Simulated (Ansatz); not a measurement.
**Nudged elastic band run: Ba$_{3}$Ti$_{3}$H$_{2}$NO$_{9}$**

input.yaml

```yaml
crystal:
  lattice:
    - [5.654684, 0.0, 0.0]
    - [-2.827342, 4.8971, 0.0]
    - [0.0, 0.0, 18.721663]
  atoms:
    - { symbol: Ba, position: [0.0, 0.0, 0.0534141] }
    - { symbol: Ti, position: [0.3333333, 0.6666667, 0.1113574] }
    - { symbol: O, position: [0.4971, 0.9942, 0.0586895], spin: 0.28 }
    - { symbol: O, position: [0.0058, 0.5029, 0.0586895], spin: 0.27 }
    - { symbol: O, position: [0.4971, 0.5029, 0.0586895], spin: 0.27 }
    - { symbol: Ba, position: [0.66759401, 0.33447476, 0.16980358] }
    - { symbol: Ti, position: [-0.00018396, -0.00016358, 0.23949594] }
    - { symbol: O, position: [0.16453337, 0.32806773, 0.18745594] }
    - { symbol: O, position: [0.67272785, 0.83661715, 0.18802466] }
    - { symbol: O, position: [0.16465949, 0.83664029, 0.1880297] }
    - { symbol: Ba, position: [0.33566309, 0.66985856, 0.3031747] }
    - { symbol: Ti, position: [0.66633768, 0.33249002, 0.35308065] }
    - { symbol: O, position: [0.83844879, 0.6741443, 0.31457135] }
    - { symbol: O, position: [0.33588551, 0.17281742, 0.31274829] }
    - { symbol: O, position: [0.83970414, 0.17314606, 0.3127963] }
    - { symbol: "N", position: [0.63400067, 1.28475001, 0.45706513] }
    - { symbol: H, position: [0.46825367, 1.251851, 0.48628269] }
    - { symbol: H, position: [0.77920762, 1.29759667, 0.49159102] }
magnetization:
  spin_polarized: true
basis:
  ecutwfc: 420.0
kpoints:
  mp_grid: { grid: [2, 2, 1] }
hamiltonian:
  xc: pbe
scf:
  occupations: { method: gaussian, width: 0.05 }
  lower_state_search: "off"
neb:
  images: 5
  f_tol: 0.05
  initial_path: idpp
  max_iterations: 14
  constraints: [{ sites: [0, 1, 2, 3, 4] }]
  final_atoms:
    - { symbol: Ba, position: [0.0, 0.0, 0.05341406] }
    - { symbol: Ti, position: [0.33333332, 0.66666663, 0.11135737] }
    - { symbol: O, position: [0.49709998, 0.99419995, 0.05868951] }
    - { symbol: O, position: [0.0058, 0.50289998, 0.05868951] }
    - { symbol: O, position: [0.49709998, 0.50289998, 0.05868951] }
    - { symbol: Ba, position: [0.66570671, 0.33359349, 0.16982535] }
    - { symbol: Ti, position: [1.111e-05, -0.00038392, 0.23947213] }
    - { symbol: O, position: [0.16298578, 0.32791562, 0.18783862] }
    - { symbol: O, position: [0.67149158, 0.83645181, 0.18767936] }
    - { symbol: O, position: [0.16319736, 0.83632854, 0.18805389] }
    - { symbol: Ba, position: [0.33091132, 0.66741475, 0.30307657] }
    - { symbol: Ti, position: [0.66642261, 0.33306144, 0.35312023] }
    - { symbol: O, position: [0.82881218, 0.66986331, 0.31350066] }
    - { symbol: O, position: [0.3273653, 0.16813828, 0.31405204] }
    - { symbol: O, position: [0.82953691, 0.16735889, 0.31263926] }
    - { symbol: "N", position: [0.695039, 1.31927754, 0.45721159] }
    - { symbol: H, position: [0.63192793, 1.40458278, 0.49523844] }
    - { symbol: H, position: [0.77776158, 1.21802205, 0.48254304] }
  order_check: false
```

Command:

```bash
$ ansatz run input.yaml --threads 2 --pin off --max-ram 5120MiB --backend cpu --events-out ev --progress --plain --runs-dir out
```

Output, in part (warnings, iteration lines):

```
NEB end point (image 0): max|allowed force component| = 2.127e-2 eV/Å (the criterion of neb.relax_end_points is 1.000e-2)
NEB end point (image 6): max|allowed force component| = 2.751e-2 eV/Å (the criterion of neb.relax_end_points is 1.000e-2)
NEB iter   1: max|band force component| = 1.996e0 eV/Å  barrier→ = 0.1061 eV  barrier← = 0.1079 eV  Δτ_max = 0.0800 Å  (305 SCF iters)
NEB iter   2: max|band force component| = 8.631e-1 eV/Å  barrier→ = 0.0288 eV  barrier← = 0.0306 eV  Δτ_max = 0.1206 Å  (148 SCF iters)
NEB iter   3: max|band force component| = 4.527e-1 eV/Å  barrier→ = 0.0380 eV  barrier← = 0.0398 eV  CI = image 3  Δτ_max = 0.0967 Å  (161 SCF iters)
NEB iter   4: max|band force component| = 2.733e-1 eV/Å  barrier→ = 0.0023 eV  barrier← = 0.0041 eV  CI = image 2  Δτ_max = 0.0115 Å  (147 SCF iters)
NEB iter   5: max|band force component| = 7.598e-2 eV/Å  barrier→ = 0.0008 eV  barrier← = 0.0026 eV  CI = image 2  Δτ_max = 0.0175 Å  (132 SCF iters)
NEB iter   6: max|band force component| = 1.792e-2 eV/Å  barrier→ = 0.0004 eV  barrier← = 0.0022 eV  CI = image 1  Δτ_max = 0.0000 Å  (83 SCF iters)
```

The forces met the threshold. The top lies less than 8 meV above the higher end, about what the thresholds resolve: the motion is nearly free. The order of the point at the top wasn't checked. Limits of this set-up: coarse k mesh, thin slab, slab without dipole correction, a typed lattice constant that wasn't relaxed here.

Final band:

| image | path coordinate (Å) | energy (eV) |
| --- | --- | --- |
| 0 | 0.00 | 0.000 |
| 1 | 0.19 | 0.000 |
| 2 | 0.37 | 0.000 |
| 3 | 0.56 | 0.000 |
| 4 | 0.74 | -0.001 |
| 5 | 0.92 | -0.002 |
| 6 | 1.11 | -0.002 |

Run time: 12 min on 2 threads of Intel(R) Xeon(R) 6975P-C (Granite Rapids) (shared host), peak memory 2.4 GiB.
